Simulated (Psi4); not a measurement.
# triplet CHClFNSi: levels of theory compared

Aim: a comparison of 6 runs (U-wB97M-V/6-31G*, UB2PLYP/6-31G*, UCAM-B3LYP/6-31G*, UDSD-PBEP86/6-31G*, UM06-2X/6-31G*, UTPSSh/6-31G*) of triplet CHClFNSi. 

The results are computed with Psi4 1.11.

1 further run of the same task is left out (it didn't finish).

### 1 The molecule

The species is CHClFNSi (6 atoms), meant as a triplet with charge 0. SMILES of the parent species: `FC1=N[SiH]1Cl`. Geometry: relaxed at PBE0-D4/def2-TZVP. That shape belongs to the parent species and isn't relaxed for this state.

Bond lengths: F1–C2 1.310 Å, C2–N3 1.270 Å, C2–Si4 1.756 Å, N3–Si4 1.774 Å, Si4–Cl5 2.023 Å, Si4–H6 1.469 Å. Angles: F1–C2–N3 128.1°, F1–C2–Si4 162.2°, N3–C2–Si4 69.7°, C2–N3–Si4 68.1°, C2–Si4–N3 42.2°, C2–Si4–Cl5 123.2°, N3–Si4–Cl5 119.8°, C2–Si4–H6 125.2°, N3–Si4–H6 120.9°, Cl5–Si4–H6 109.4°.

### 2 A single-point energy at U-wB97M-V/6-31G(d) (spherical functions) (run 1)

calc.inp

```
memory 2200 mb

molecule {
  0 3
  F      0.29914365    -4.31103221    -1.20696808
  C      0.40931468    -1.97230716    -0.40081091
  N      2.34382731    -0.74020572     0.30424591
  Si    -0.44200694     1.12098554     0.44370769
  Cl    -0.99342902     3.91211102    -2.10987922
  H     -1.53748117     1.86969503     2.88258823
  units bohr
  symmetry c1
  no_reorient
  no_com
}

set {
  basis 6-31G*
  reference uks
  puream true
  e_convergence 1e-09
  d_convergence 1e-08
  scf_type pk
  dft_radial_points 99
  dft_spherical_points 590
  maxiter 100
}

e, wfn = energy('wb97m-v', return_wfn=True)
print_variables()
```

Command:

```sh
$ psi4 -i calc.inp -o calc.out -n 1
```

calc.out:

```text
[...]
  Running in c1 symmetry.
[...]
  Nuclear repulsion =  257.916144839213416
[...]
  Multiplicity = 3
[...]
  Nalpha       = 28
  Nbeta        = 26
[...]
    Number of basis functions: 80
[...]
   @UKS iter   1:  -942.53542371906065    2.70589e-02   6.78135e-03 DIIS/ADIIS
[...]
   @UKS iter  23:  -942.69089427126789   -8.18545e-12   8.62775e-09 DIIS
[...]
   @S^2 Observed:                2.008010343E+00
[...]
    Orbital Energies [Eh]
    ---------------------
    Alpha Occupied:
       1A   -101.891215     2A    -66.506841     3A    -24.941822
       4A    -14.546225     5A    -10.447978     6A     -9.673226
       7A     -7.375955     8A     -7.371153     9A     -7.369830
      10A     -5.540159    11A     -3.856651    12A     -3.854026
      13A     -3.851054    14A     -1.376765    15A     -1.093280
      16A     -0.985199    17A     -0.724700    18A     -0.693525
      19A     -0.605516    20A     -0.601020    21A     -0.580032
      22A     -0.533015    23A     -0.497416    24A     -0.475131
      25A     -0.458548    26A     -0.446984    27A     -0.388472
      28A     -0.195334
    Alpha Virtual:
[...]
  @UKS Final Energy:  -942.69089427126789
   => Energetics <=
    Nuclear Repulsion Energy =            257.9161448392134162
    One-Electron Energy =               -1814.1386132644831832
    Two-Electron Energy =                 668.0014206707991207
    DFT Exchange-Correlation Energy =     -54.6906731081099480
    Empirical Dispersion Energy =           0.0000000000000000
    VV10 Nonlocal Energy =                  0.2208265913126861
    Total Energy =                       -942.6908942712678936
[...]
 Multipole Moments:
 ------------------------------------------------------------------------------------
     Multipole            Electronic (a.u.)      Nuclear  (a.u.)        Total (a.u.)
 ------------------------------------------------------------------------------------
 L = 1.  Multiply by 2.5417464519 to convert [e a0] to [Debye]
 Dipole X            :          2.4043843           -3.0588996           -0.6545153
 Dipole Y            :        -27.7568485           28.2548070            0.4979586
 Dipole Z            :         38.3351498          -37.9113077            0.4238422
 Magnitude           :                                                    0.9252001
[...]
```

Run time: 2.1 min. Hardware: 1 thread of Intel Xeon 6975P-C (Granite Rapids), shared host; peak memory 1.1 GiB.

### 3 A single-point energy at UB2PLYP/6-31G(d) (density fitting for correlation, spherical functions) (run 2)

input.in

```
memory 2200 mb

molecule geom {
  0 3
  F
  C 1 R2
  N 2 R3 1 A3
  Si 2 R4 3 A4 1 D4
  Cl 4 R5 2 A5 3 D5
  H 4 R6 2 A6 3 D6

  R2 = 1.310359
  R3 = 1.269752
  A3 = 128.06143
  R4 = 1.755594
  A4 = 69.71529
  D4 = -178.74288
  R5 = 2.023039
  A5 = 123.20994
  D5 = 99.35372
  R6 = 1.469243
  A6 = 125.1896
  D6 = -99.10552
  units angstrom
  symmetry c1
}

set basis 6-31G*
set reference uks
set puream true
set e_convergence 1e-09
set d_convergence 1e-08
set scf_type pk
set dft_radial_points 99
set dft_spherical_points 590
set num_frozen_docc 13
set maxiter 100

result = energy('b2plyp')
```

Command:

```sh
$ psi4 -i input.in -o input.out -n 1
```

input.out:

```text
[...]
  Running in c1 symmetry.
[...]
  Nuclear repulsion =  257.916157043417343
[...]
  Multiplicity = 3
[...]
  Nalpha       = 28
  Nbeta        = 26
[...]
    Number of basis functions: 80
[...]
   @UKS iter   1:  -941.96477168803835    9.41747e-02   6.71335e-03 ADIIS/DIIS
[...]
   @UKS iter  22:  -942.12386065167948   -5.22959e-12   4.76489e-09 DIIS
[...]
   @S^2 Observed:                2.018875982E+00
[...]
    Orbital Energies [Eh]
    ---------------------
    Alpha Occupied:
       1A   -102.931865     2A    -67.338517     3A    -25.386625
       4A    -14.879717     5A    -10.714245     6A     -9.945062
       7A     -7.583569     8A     -7.579760     9A     -7.578654
      10A     -5.734940    11A     -3.991454    12A     -3.988414
      13A     -3.985858    14A     -1.407503    15A     -1.106182
      16A     -0.980386    17A     -0.708078    18A     -0.667091
      19A     -0.589429    20A     -0.575511    21A     -0.561976
      22A     -0.502032    23A     -0.466172    24A     -0.438713
      25A     -0.436260    26A     -0.411684    27A     -0.362923
      28A     -0.165850
    Alpha Virtual:
[...]
  @UKS Final Energy:  -942.12386065167948
   => Energetics <=
    Nuclear Repulsion Energy =            257.9161570434173427
    One-Electron Energy =               -1814.2933709177809760
    Two-Electron Energy =                 648.8356483022033672
    DFT Exchange-Correlation Energy =     -34.5822950795191844
    Empirical Dispersion Energy =           0.0000000000000000
    VV10 Nonlocal Energy =                  0.0000000000000000
    Total Energy =                       -942.1238606516794789
[...]
 Multipole Moments:
 ------------------------------------------------------------------------------------
     Multipole            Electronic (a.u.)      Nuclear  (a.u.)        Total (a.u.)
 ------------------------------------------------------------------------------------
 L = 1.  Multiply by 2.5417464519 to convert [e a0] to [Debye]
 Dipole X            :          1.7886660           -2.1430174           -0.3543514
 Dipole Y            :          0.3849423            0.2635136            0.6484559
 Dipole Z            :         -1.5226393            2.2144746            0.6918353
 Magnitude           :                                                    1.0122727
[...]
```

It took 18 s on 1 thread of Intel Xeon 6975P-C (Granite Rapids), shared host; peak memory 0.91 GiB.

Runs 3 to 4 aren't shown in full; the table further down has their settings and results.

### 4 Energy and gradient at UM06-2X/6-31G(d) (spherical functions) (run 5)

input.inp

```
memory 2.2 GB

molecule system {
  0 3
  F
  C 1 1.310359
  N 2 1.269752 1 128.06143
  Si 2 1.755594 3 69.71529 1 -178.74288
  Cl 4 2.023039 2 123.20994 3 99.35372
  H 4 1.469243 2 125.1896 3 -99.10552
  units angstrom
  symmetry c1
}

set globals {
  reference uks
  puream true
  e_convergence 1e-09
  d_convergence 1e-08
  scf_type pk
  dft_radial_points 99
  dft_spherical_points 590
  maxiter 100
}

result, w = gradient("m06-2x/6-31G*", return_wfn=True)
oeprop(w, "LOWDIN_CHARGES", "MULLIKEN_CHARGES", "QUADRUPOLE", title="M06-2X")
```

Command:

```sh
$ psi4 input.inp input.out -n 1
```

input.out:

```text
[...]
  Running in c1 symmetry.
[...]
  Nuclear repulsion =  257.916157043417343
[...]
  Multiplicity = 3
[...]
  Nalpha       = 28
  Nbeta        = 26
[...]
    Number of basis functions: 80
[...]
   @UKS iter   1:  -942.50281860858638    1.60507e-01   6.88153e-03 DIIS/ADIIS
[...]
   @UKS iter  19:  -942.66604762423015   -1.28466e-11   9.55666e-09 DIIS
[...]
   @S^2 Observed:                2.008881043E+00
[...]
  @UKS Final Energy:  -942.66604762423015
   => Energetics <=
    Nuclear Repulsion Energy =            257.9161570434173427
    One-Electron Energy =               -1814.3331019678305438
    Two-Electron Energy =                 648.1668255567076358
    DFT Exchange-Correlation Energy =     -34.4159282565245945
    Empirical Dispersion Energy =           0.0000000000000000
    VV10 Nonlocal Energy =                  0.0000000000000000
    Total Energy =                       -942.6660476242301456
[...]
  -Total Gradient:
     Atom            X                  Y                   Z
    ------   -----------------  -----------------  -----------------
       1        0.001138215588    -0.017323608729     0.020583639150
       2       -0.000231535776    -0.060216309581     0.087196534075
       3       -0.001076387172     0.076962074632    -0.092050231424
       4        0.005468491173     0.003579511998    -0.011681627811
       5       -0.003003806385    -0.001861666298    -0.003836801548
       6       -0.002349442859    -0.001198710040    -0.000291511114
[...]
 Multipole Moments:
 ------------------------------------------------------------------------------------
     Multipole            Electronic (a.u.)      Nuclear  (a.u.)        Total (a.u.)
 ------------------------------------------------------------------------------------
 L = 1.  Multiply by 2.5417464519 to convert [e a0] to [Debye]
 Dipole X            :          1.7819199           -2.1430174           -0.3610975
 Dipole Y            :          0.3932214            0.2635136            0.6567350
 Dipole Z            :         -1.5941753            2.2144746            0.6202993
 Magnitude           :                                                    0.9728635
 L = 2.  Multiply by 1.3450342976 to convert [e a0^2] to [Debye ang]
 Quadrupole XX       :       -162.4589639          131.7158523          -30.7431116
 Quadrupole XY       :        -76.2283085           75.0391700           -1.1891385
[...]
```

Wall time 36 s (1 thread of Intel Xeon 6975P-C (Granite Rapids), shared host); peak memory 1.1 GiB.

### 5 Energy and forces at UTPSSh/6-31G(d) (spherical functions) (run 6)

input.json

```json
{
  "schema_name": "qcschema_input",
  "schema_version": 1,
  "molecule": {
    "schema_name": "qcschema_molecule",
    "schema_version": 2,
    "symbols": ["F", "C", "N", "Si", "Cl", "H"],
    "geometry": [0.29914365, -4.31103221, -1.20696808, 0.40931468, -1.97230716, -0.40081091, 2.34382731, -0.74020572, 0.30424591, -0.44200694, 1.12098554, 0.44370769, -0.99342902, 3.91211102, -2.10987922, -1.53748117, 1.86969503, 2.88258823],
    "molecular_charge": 0,
    "molecular_multiplicity": 3,
    "fix_symmetry": "c1",
    "fix_com": true,
    "fix_orientation": true
  },
  "driver": "gradient",
  "model": {
    "method": "tpssh",
    "basis": "6-31G*"
  },
  "keywords": {
    "reference": "uks",
    "puream": true,
    "e_convergence": 1e-09,
    "d_convergence": 1e-08,
    "scf_type": "pk",
    "dft_radial_points": 99,
    "dft_spherical_points": 590,
    "maxiter": 100,
    "scf_properties": ["MULLIKEN_CHARGES", "LOWDIN_CHARGES", "QUADRUPOLE"]
  }
}
```

Command:

```sh
$ psi4 --qcschema input.json -n 1 --memory 2200MB
```

stdout:

```text
[...]
  Running in c1 symmetry.
[...]
  Nuclear repulsion =  257.916144839213416
[...]
  Multiplicity = 3
[...]
  Nalpha       = 28
  Nbeta        = 26
[...]
    Number of basis functions: 80
[...]
   @UKS iter   1:  -942.44843244697051    4.58095e-01   1.00336e-02 DIIS/ADIIS
[...]
   @UKS iter  19:  -942.81914199533617   -2.29647e-11   9.15325e-09 DIIS
[...]
   @S^2 Observed:                2.008987290E+00
[...]
  @UKS Final Energy:  -942.81914199533617
   => Energetics <=
    Nuclear Repulsion Energy =            257.9161448392134162
    One-Electron Energy =               -1814.4727373700877706
    Two-Electron Energy =                 679.1975025826302499
    DFT Exchange-Correlation Energy =     -65.4600520470922049
    Empirical Dispersion Energy =           0.0000000000000000
    VV10 Nonlocal Energy =                  0.0000000000000000
    Total Energy =                       -942.8191419953361674
[...]
 Multipole Moments:
 ------------------------------------------------------------------------------------
     Multipole            Electronic (a.u.)      Nuclear  (a.u.)        Total (a.u.)
 ------------------------------------------------------------------------------------
 L = 1.  Multiply by 2.5417464519 to convert [e a0] to [Debye]
 Dipole X            :          2.4385428           -3.0588996           -0.6203567
 Dipole Y            :        -27.8230258           28.2548070            0.4317812
 Dipole Z            :         38.2928847          -37.9113077            0.3815771
 Magnitude           :                                                    0.8466868
 L = 2.  Multiply by 1.3450342976 to convert [e a0^2] to [Debye ang]
 Quadrupole XX       :        -92.8569836           62.1416495          -30.7153341
 Quadrupole XY       :        104.8271584         -104.4749943            0.3521640
[...]
  -Total Gradient:
     Atom            X                  Y                   Z
    ------   -----------------  -----------------  -----------------
       1        0.018943590901     0.026757350404     0.008716914102
       2        0.066458182545     0.072422877694     0.038039914382
       3       -0.087634257213    -0.080356756773    -0.040566327618
       4       -0.001970673628    -0.009620519058    -0.012563409089
       5        0.002708754238    -0.008431464967     0.005045722317
       6        0.001506064401    -0.000803724672     0.001312213638
[...]
```

The result, in JSON:

```text
{
 "driver": "gradient",
 "model": {
  "method": "tpssh",
  "basis": "6-31G*"
 },
 "success": true,
 "return_result": [0.01894359090085158, 0.026757350403958324, 0.00871691410188273, 0.0664581825448109, 0.07242287769367065, 0.0380399143820357, -0.08763425721323642, -0.08035675677341333, -0.0405663276175926, -0.001970673628120881, -0.009620519057551805, -0.012563409089002574, 0.002708754237621739, -0.00843146496666547, 0.005045722316885437, 0.0015060644009445567, -0.0008037246718278698, 0.001312213637557319],
 "properties": {
  "calcinfo_nbasis": 80,
  "calcinfo_nmo": 80,
  "calcinfo_nalpha": 28,
  "calcinfo_nbeta": 26,
  "calcinfo_natom": 6,
  "nuclear_repulsion_energy": 257.9161448392134,
  "return_energy": -942.8191419953362,
  "return_gradient": [0.01894359090085158, 0.026757350403958324, 0.00871691410188273, 0.0664581825448109, 0.07242287769367065, 0.0380399143820357, -0.08763425721323642, -0.08035675677341333, -0.0405663276175926, -0.001970673628120881, -0.009620519057551805, -0.012563409089002574, 0.002708754237621739, -0.00843146496666547, 0.005045722316885437, 0.0015060644009445567, -0.0008037246718278698, 0.001312213637557319],
  "scf_one_electron_energy": -1814.4727373700878,
  "scf_two_electron_energy": 679.1975025826302,
  "scf_xc_energy": -65.4600520470922,
  "scf_dipole_moment": [-0.6203567306597706, 0.43178120025345024, 0.38157707353497017],
  "scf_total_energy": -942.8191419953362,
  "scf_total_gradient": [0.01894359090085158, 0.026757350403958324, 0.00871691410188273, 0.0664581825448109, 0.07242287769367065, 0.0380399143820357, -0.08763425721323642, -0.08035675677341333, -0.0405663276175926, -0.001970673628120881, -0.009620519057551805, -0.012563409089002574, 0.002708754237621739, -0.00843146496666547, 0.005045722316885437, 0.0015060644009445567, -0.0008037246718278698, 0.001312213637557319],
  "scf_iterations": 19
 }
}
```

Run time: 58 s. Hardware: 1 thread of Intel Xeon 6975P-C (Granite Rapids), shared host; peak memory 1.1 GiB.

### 6 All runs side by side

```
run                                                                      level  frozen core orbitals  fitting correlation  energy (Eh)  dipole moment (D)  HOMO energy (eV)  LUMO energy (eV)  wall time
  1                                     U-wB97M-V/6-31G* (spherical functions)                     0                    –  -942.690894               2.35             -5.32             -2.54    2.1 min
  2      UB2PLYP/6-31G* (density fitting for correlation, spherical functions)                    13      density fitting  -942.331689                  –             -4.51             -2.95       18 s
  3                                    UCAM-B3LYP/6-31G* (spherical functions)                     0                    –  -942.727130               2.42             -4.55             -3.41       24 s
  4  UDSD-PBEP86/6-31G* (density fitting for correlation, spherical functions)                    13      density fitting  -941.779450                  –             -5.58             -1.92       17 s
  5                                       UM06-2X/6-31G* (spherical functions)                     0                    –  -942.666048               2.47             -4.42             -3.77       36 s
  6                                        UTPSSh/6-31G* (spherical functions)                     0                    –  -942.819142               2.15             -2.50                 –       58 s
```

### 7 Summary of results

```
                                 quantity          value
                      run 6: total energy  -942.81914 Eh
                     run 6: dipole moment         2.15 D
run 6: HOMO energy (highest over α and β)       -2.50 eV
                              run 6: ⟨S²⟩          2.009
          run 6: largest force on an atom     6.460 eV/Å
```

In words: Over runs 1, 3, 5, 6 the dipole moment (its size) runs from 2.15 D (UTPSSh/6-31G*) to 2.47 D (UM06-2X/6-31G*). Totals of different functionals can't be ranked against each other. All runs together took 4.7 min, the longest 2.1 min.
